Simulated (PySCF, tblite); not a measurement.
# C₃H₅NO₂Si: a rotation path, then NMR shifts on frames, part 2 of 2

tblite 0.8.0 and PySCF 2.14.0. Atoms count from 0.

## (5) Shielding tensors: image 5, PBE0/pcSseg-1

What the job is given:

```
{"job": {"kind": "nmr", "xc": "PBE0", "basis": "pcSseg-1", "pop": false}, "charge": 0, "multiplicity": 1}
N     -0.966200     2.206400     0.778500
C     -1.270600     1.170100     0.405400
C     -1.630200    -0.135100    -0.075000
C     -0.470800    -0.765200    -0.861100
O     -0.593900    -1.144900    -1.986800
O      0.635600    -0.903600    -0.160300
Si     1.934200    -0.033800     0.356300
H     -1.860000    -0.779900     0.777900
H     -2.501000    -0.060200    -0.730300
H      2.743300    -1.114900     0.893300
H      1.482000     0.907600     1.375100
H      2.498700     0.652800    -0.799100
```

Method: GIAO PBE0/pcSseg-1 NMR shielding, non-relativistic, gas phase.

What it wrote:

```text
coarse grid: 11216 points
cycle   1  E = -611.2328987343  dE =  1.194e+00  |g| = 1.031e+00  |ddm| = 3.219e+00
cycle   2  E = -610.6332265795  dE =  5.997e-01  |g| = 2.045e+00  |ddm| = 2.145e+00
cycle   3  E = -611.4202276254  dE = -7.870e-01  |g| = 2.985e-01  |ddm| = 1.583e+00
cycle   4  E = -611.4352431191  dE = -1.502e-02  |g| = 1.072e-01  |ddm| = 2.379e-01
cycle   5  E = -611.4372501332  dE = -2.007e-03  |g| = 2.688e-02  |ddm| = 8.081e-02
cycle   6  E = -611.4373772558  dE = -1.271e-04  |g| = 1.184e-02  |ddm| = 2.358e-02
cycle   7  E = -611.4374027474  dE = -2.549e-05  |g| = 3.616e-03  |ddm| = 8.590e-03
cycle   8  E = -611.4374052773  dE = -2.530e-06  |g| = 6.005e-04  |ddm| = 2.530e-03
final grid: 105824 points
cycle   9  E = -611.4978083400  dE = -8.853e-06  |g| = 1.142e-02  |ddm| = 1.908e-02
cycle  10  E = -611.4977678740  dE =  4.047e-05  |g| = 1.891e-02  |ddm| = 1.862e-02
cycle  11  E = -611.4978303279  dE = -6.245e-05  |g| = 2.432e-03  |ddm| = 1.198e-02
cycle  12  E = -611.4978313901  dE = -1.062e-06  |g| = 4.106e-04  |ddm| = 1.657e-03
cycle  13  E = -611.4978314188  dE = -2.869e-08  |g| = 1.479e-04  |ddm| = 3.106e-04
cycle  14  E = -611.4978314221  dE = -3.328e-09  |g| = 8.913e-05  |ddm| = 1.384e-04
cycle  15  E = -611.4978314237  dE = -1.594e-09  |g| = 1.133e-05  |ddm| = 6.482e-05
cycle  16  E = -611.4978314237  dE = -2.615e-11  |g| = 2.686e-06  |ddm| = 9.748e-06
converged SCF energy = -611.4978314237

GIAO shielding tensors (ppm)
atom      isotropic    diamagn.    paramagn.     s11        s22        s33       span
  0 N      -45.395     339.352    -384.747   -219.827   -201.129    284.772    504.600
  1 C       67.179     263.137    -195.959    -45.407    -41.547    288.490    333.897
  2 C      158.884     251.115     -92.231    138.019    156.519    182.113     44.095
  3 C       21.970     247.837    -225.867    -86.667     71.619     80.958    167.624
  4 O     -180.345     399.151    -579.496   -493.382   -285.600    237.947    731.329
  5 O      164.361     404.228    -239.866     40.846    180.683    271.556    230.710
  6 Si     377.935     880.644    -502.709    331.022    359.265    443.518    112.496
  7 H       28.305      28.252       0.053     26.091     26.641     32.182      6.091
  8 H       28.495      27.326       1.169     24.265     27.464     33.756      9.491
  9 H       26.561      29.469      -2.909     23.235     25.083     31.363      8.128
 10 H       25.837      31.346      -5.509     21.838     26.558     29.115      7.276
 11 H       26.416      30.045      -3.629     23.557     24.814     30.878      7.320
```

Wall time 41 s (1 thread, shared host).

In short: δ C3 165.0, C1 119.7, C2 28.0, N0 313.1, H10 5.88, H11 5.30 ppm.

## (6) NMR shieldings: image 6, PBE0/pcSseg-1

What the job is given:

```
{"job": {"kind": "nmr", "xc": "PBE0", "basis": "pcSseg-1", "pop": false}, "charge": 0, "multiplicity": 1}
N     -0.796600     2.307400     0.462800
C     -1.136800     1.239100     0.240900
C     -1.543100    -0.106400    -0.051700
C     -0.490800    -0.833500    -0.904200
O     -0.764000    -1.318100    -1.962000
O      0.702500    -0.932400    -0.362300
Si     1.839600    -0.039800     0.428500
H     -1.671700    -0.658400     0.883800
H     -2.484900    -0.093300    -0.605600
H      2.813800    -1.083000     0.700600
H      1.273500     0.524300     1.650900
H      2.259600     0.993400    -0.507700
```

Method: GIAO PBE0/pcSseg-1 NMR shielding, non-relativistic, gas phase.

What it wrote:

```text
coarse grid: 11216 points
cycle   1  E = -611.2319085000  dE =  1.201e+00  |g| = 1.034e+00  |ddm| = 3.222e+00
cycle   2  E = -610.6126699833  dE =  6.192e-01  |g| = 2.069e+00  |ddm| = 2.195e+00
cycle   3  E = -611.4213392998  dE = -8.087e-01  |g| = 2.947e-01  |ddm| = 1.628e+00
cycle   4  E = -611.4357680744  dE = -1.443e-02  |g| = 1.103e-01  |ddm| = 2.366e-01
cycle   5  E = -611.4378925271  dE = -2.124e-03  |g| = 2.618e-02  |ddm| = 8.203e-02
cycle   6  E = -611.4380150963  dE = -1.226e-04  |g| = 1.142e-02  |ddm| = 2.335e-02
cycle   7  E = -611.4380383868  dE = -2.329e-05  |g| = 3.848e-03  |ddm| = 8.501e-03
cycle   8  E = -611.4380412756  dE = -2.889e-06  |g| = 6.000e-04  |ddm| = 2.669e-03
final grid: 105824 points
cycle   9  E = -611.4983224625  dE = -9.592e-06  |g| = 1.126e-02  |ddm| = 1.935e-02
cycle  10  E = -611.4982792480  dE =  4.321e-05  |g| = 1.918e-02  |ddm| = 1.869e-02
cycle  11  E = -611.4983439075  dE = -6.466e-05  |g| = 2.457e-03  |ddm| = 1.225e-02
cycle  12  E = -611.4983449962  dE = -1.089e-06  |g| = 4.106e-04  |ddm| = 1.685e-03
cycle  13  E = -611.4983450245  dE = -2.824e-08  |g| = 1.585e-04  |ddm| = 3.135e-04
cycle  14  E = -611.4983450285  dE = -4.050e-09  |g| = 8.906e-05  |ddm| = 1.465e-04
cycle  15  E = -611.4983450301  dE = -1.584e-09  |g| = 1.121e-05  |ddm| = 6.446e-05
cycle  16  E = -611.4983450301  dE = -2.478e-11  |g| = 2.789e-06  |ddm| = 1.008e-05
converged SCF energy = -611.4983450301

GIAO shielding tensors (ppm)
atom      isotropic    diamagn.    paramagn.     s11        s22        s33       span
  0 N      -46.981     339.314    -386.295   -218.750   -202.171    279.978    498.728
  1 C       67.698     263.431    -195.732    -46.178    -40.485    289.759    335.937
  2 C      159.847     252.142     -92.295    140.268    157.684    181.588     41.321
  3 C       25.039     247.482    -222.443    -82.244     72.321     85.040    167.284
  4 O     -173.011     398.575    -571.585   -481.692   -273.775    236.435    718.127
  5 O      162.330     402.024    -239.694      0.718    218.610    267.662    266.943
  6 Si     383.000     880.404    -497.404    349.443    359.975    439.583     90.139
  7 H       28.376      29.018      -0.642     26.219     26.641     32.268      6.048
  8 H       28.378      27.447       0.931     24.089     27.327     33.717      9.628
  9 H       26.630      29.263      -2.633     23.058     25.240     31.592      8.534
 10 H       26.049      31.226      -5.177     22.563     26.265     29.318      6.755
 11 H       26.419      30.340      -3.921     23.736     24.674     30.846      7.110
```

It took 40 s on 1 thread, shared host.

In short: δ C3 161.9, C1 119.2, C2 27.1, N0 314.7, H10 5.67, H11 5.30 ppm.

## (7) Shielding tensors: image 8, PBE0/pcSseg-1

What the job is given:

```
{"job": {"kind": "nmr", "xc": "PBE0", "basis": "pcSseg-1", "pop": false}, "charge": 0, "multiplicity": 1}
N     -0.885000     2.493600    -0.267400
C     -1.140200     1.386400    -0.145900
C     -1.443500    -0.012200    -0.009800
C     -0.505600    -0.833800    -0.904000
O     -0.904500    -1.436900    -1.855700
O      0.760400    -0.841600    -0.545900
Si     1.787100    -0.165000     0.550800
H     -1.306700    -0.313700     1.031500
H     -2.473400    -0.194600    -0.325400
H      2.971600    -0.968200     0.308800
H      1.230500    -0.367500     1.891100
H      1.910400     1.252700     0.245700
```

Method: GIAO PBE0/pcSseg-1 NMR shielding, non-relativistic, gas phase.

What it wrote:

```text
coarse grid: 11216 points
cycle   1  E = -611.2289140111  dE =  1.202e+00  |g| = 1.039e+00  |ddm| = 3.221e+00
cycle   2  E = -610.5861649118  dE =  6.427e-01  |g| = 2.097e+00  |ddm| = 2.173e+00
cycle   3  E = -611.4214085491  dE = -8.352e-01  |g| = 2.934e-01  |ddm| = 1.617e+00
cycle   4  E = -611.4355794971  dE = -1.417e-02  |g| = 1.131e-01  |ddm| = 2.335e-01
cycle   5  E = -611.4378159126  dE = -2.236e-03  |g| = 2.556e-02  |ddm| = 8.200e-02
cycle   6  E = -611.4379337368  dE = -1.178e-04  |g| = 1.107e-02  |ddm| = 2.290e-02
cycle   7  E = -611.4379552091  dE = -2.147e-05  |g| = 3.999e-03  |ddm| = 8.313e-03
cycle   8  E = -611.4379583390  dE = -3.130e-06  |g| = 5.934e-04  |ddm| = 2.744e-03
final grid: 105824 points
cycle   9  E = -611.4986120918  dE = -1.254e-05  |g| = 1.120e-02  |ddm| = 2.269e-02
cycle  10  E = -611.4985703905  dE =  4.170e-05  |g| = 1.892e-02  |ddm| = 1.774e-02
cycle  11  E = -611.4986332394  dE = -6.285e-05  |g| = 2.449e-03  |ddm| = 1.175e-02
cycle  12  E = -611.4986343285  dE = -1.089e-06  |g| = 4.144e-04  |ddm| = 1.665e-03
cycle  13  E = -611.4986343573  dE = -2.876e-08  |g| = 1.609e-04  |ddm| = 3.184e-04
cycle  14  E = -611.4986343614  dE = -4.089e-09  |g| = 9.258e-05  |ddm| = 1.480e-04
cycle  15  E = -611.4986343631  dE = -1.701e-09  |g| = 1.158e-05  |ddm| = 6.575e-05
cycle  16  E = -611.4986343631  dE = -2.774e-11  |g| = 2.643e-06  |ddm| = 9.932e-06
converged SCF energy = -611.4986343631

GIAO shielding tensors (ppm)
atom      isotropic    diamagn.    paramagn.     s11        s22        s33       span
  0 N      -45.336     339.282    -384.618   -220.297   -203.355    287.644    507.940
  1 C       69.149     262.724    -193.574    -42.295    -40.550    290.292    332.587
  2 C      160.899     253.085     -92.186    141.890    159.448    181.360     39.470
  3 C       25.978     247.021    -221.043    -82.005     73.004     86.935    168.939
  4 O     -165.000     398.366    -563.366   -470.698   -262.562    238.259    708.958
  5 O      157.810     400.206    -242.396    -15.908    226.355    262.983    278.891
  6 Si     386.324     880.291    -493.966    346.833    364.855    447.285    100.451
  7 H       28.456      30.450      -1.993     26.282     27.234     31.853      5.572
  8 H       28.355      27.419       0.936     24.291     26.928     33.848      9.557
  9 H       26.607      29.062      -2.455     22.830     25.324     31.667      8.836
 10 H       26.555      30.319      -3.764     23.712     25.494     30.461      6.749
 11 H       26.126      30.735      -4.610     22.771     25.768     29.837      7.066
```

Run time: 41 s. Hardware: 1 thread, shared host.

This run: δ C3 160.9, C1 117.8, C2 26.0, N0 313.1, H11 5.59, H10 5.16 ppm.

## (8) Comparing the runs: NMR shifts

Shifts (ppm) of some atoms, chosen among heavy atoms and hydrogens apart, with basis size and wall time:

```
  frame     C3   H10   H11     N0     O4     O5    Si6  functions  time
image 0  170.3  5.09  4.98  307.1  473.7  188.4  -35.0        151  55 s
image 2  168.9  5.08  5.34  306.1  483.0  177.0  -32.4        151  40 s
image 5  165.0  5.88  5.30  313.1  516.4  171.7  -28.8        151  41 s
image 6  161.9  5.67  5.30  314.7  509.1  173.7  -33.8        151  40 s
image 8  160.9  5.16  5.59  313.1  501.1  178.3  -37.2        151  41 s
```

## (9) Outcome

The summary covers parts 1 to 2.

| quantity | value |
| --- | --- |
| barrier | 0.180 eV (4.1 kcal/mol) at image 5 |
| end to end (GFN2-xTB) | 0.138 eV |
| ¹³C shifts against TMS (PBE0/pcSseg-1, image 0) | 170.3, 118.3, 27.2 ppm |
| ¹H shifts against TMS (PBE0/pcSseg-1, image 0) | 5.09, 4.98, 4.71, 3.36, 3.10 ppm |
| ¹⁵N shifts against NH3 (PBE0/pcSseg-1, image 0) | 307.1 ppm |
| ¹⁷O shifts against H2O (PBE0/pcSseg-1, image 0) | 473.7, 188.4 ppm |
| ²⁹Si shifts against TMS (PBE0/pcSseg-1, image 0) | -35.0 ppm |
| surface potential, 1st and 99th percentile | -1.70 V and 1.87 V |
| range of the shift of O4 | 473.7 to 516.4 ppm |

What this shows: Along the band the dihedral turns by 173°, and the top (dihedral -81°) lies 4.1 kcal/mol above the start (GFN2-xTB, rough), so at room temperature this motion is fast. The top was not checked by a frequency run. Shifts at one fixed geometry are not the observed spectrum, which averages over the motion. In the first frame run (image 0): The widest tensor belongs to O4: span 655 ppm, with a paramagnetic part of -540 ppm. By nearest atom (PBE0/pcSseg-1), the HOMO sits on O4 62 %; N0 9 % and the LUMO on C3 39 %; O4 24 %. In ppm, O4 moves most: its shift spreads over 42.8 ppm, from 473.7 (image 0) to 516.4 (image 5).
